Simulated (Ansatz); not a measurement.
**F₃HOTi (built from SMILES [OH][Ti]([F])([F])[F]): search for a transition state**

Wanted: the transition state of a 1,2-elimination (form F2–H4 and break Ti1–F2, O3–H4). The guess is relaxed with those distances held, a saddle search follows, and vibrations and two downhill relaxations check it.

Method: PBE0-D4, def2-SVP first, then def2-TZVP; program: Ansatz 0.2.0, Gaussian basis.

115 further runs of the same task are left out: 1 that didn't finish, 114 set aside as unsound or not needed.

## Step 1: Starting geometry

The guess: 6 atoms, charge 0, spin multiplicity 1.

Atoms are counted from 1 here; the program's logs count them from 0.

Bond lengths: Ti1–O3 1.634 Å, Ti1–H4 1.995 Å, Ti1–F5 1.695 Å, Ti1–F6 1.699 Å. Angles: O3–Ti1–H4 39.6°, O3–Ti1–F5 115.4°, O3–Ti1–F6 115.3°, H4–Ti1–F5 115.6°, H4–Ti1–F6 115.3°, F5–Ti1–F6 125.8°.

Geometry (Å):

```xyz
6
F3HOTi
Ti    0.0100    0.6184    0.2096
F    -0.7968   -1.5886   -0.2247
O     1.1558   -0.2568   -0.5582
H     0.3009   -1.2020   -0.5521
F    -0.8652    1.6908   -0.7694
F     0.1954    0.7382    1.8947
```

Distances that are to change: F2–H4 1.21 Å, Ti1–F2 2.39 Å, O3–H4 1.27 Å.

## Step 2: Constrained relaxation of the guess

hold/in.yaml reads:

```yaml
crystal:
  periodic: [false, false, false]
  atoms:
    - {symbol: Ti, position_ang: [0.010000, 0.618400, 0.209600]}
    - {symbol: F, position_ang: [-0.796800, -1.588600, -0.224700]}
    - {symbol: O, position_ang: [1.155800, -0.256800, -0.558200]}
    - {symbol: H, position_ang: [0.300900, -1.202000, -0.552100]}
    - {symbol: F, position_ang: [-0.865200, 1.690800, -0.769400]}
    - {symbol: F, position_ang: [0.195400, 0.738200, 1.894700]}
basis:
  gaussian: {orbitals: def2-SVP}
hamiltonian: {xc: pbe0, dispersion: d4}
relax: {f_tol: 0.04, max_steps: 150, escape_saddle: false, constraints: [{distance: [1, 3]}, {distance: [0, 1]}, {distance: [2, 3]}]}
```

On the command line:

```console
> ansatz run in.yaml --threads 4 --pin off --events-out ev --progress --plain --max-ram 9574MiB
```

The runs that follow: Force constants to start from; Saddle search in the small basis; Saddle search in triple zeta; Checking the order of the point; Relaxing after a step of 0.30 Å one way along the mode; Relaxing after a step of 0.30 Å the other way along the mode.

**Question.** What will these runs give? Wanted: imaginary mode; barrier from the start side; barrier from the end side; energy of the step; pairs that change; zero-point energy at the saddle.

The runs gave:

```
                       quantity                                        value
                 imaginary mode                                    369i cm⁻¹
    barrier from the start side                                47.2 kcal/mol
      barrier from the end side                                 0.4 kcal/mol
             energy of the step                               +46.8 kcal/mol
              pairs that change  F2–H4 formed, Ti1–F2 loosened, O3–H4 broken
zero-point energy at the saddle                                     0.482 eV
```

What this shows: The point has a single imaginary mode (369i cm⁻¹), as a transition state must. The two relaxations end on the structures that were planned. A bond meant to break is only loosened at the end: the products stay bound as an adduct. At PBE0-D4/def2-TZVP the electronic barrier is 47.2 kcal/mol, about 80 kT at 298 K, and the step runs 46.8 kcal/mol uphill. A step off the saddle overshot and began above it in energy, so the link to its end is likely but not proven. Lower complexes than these ends may exist.
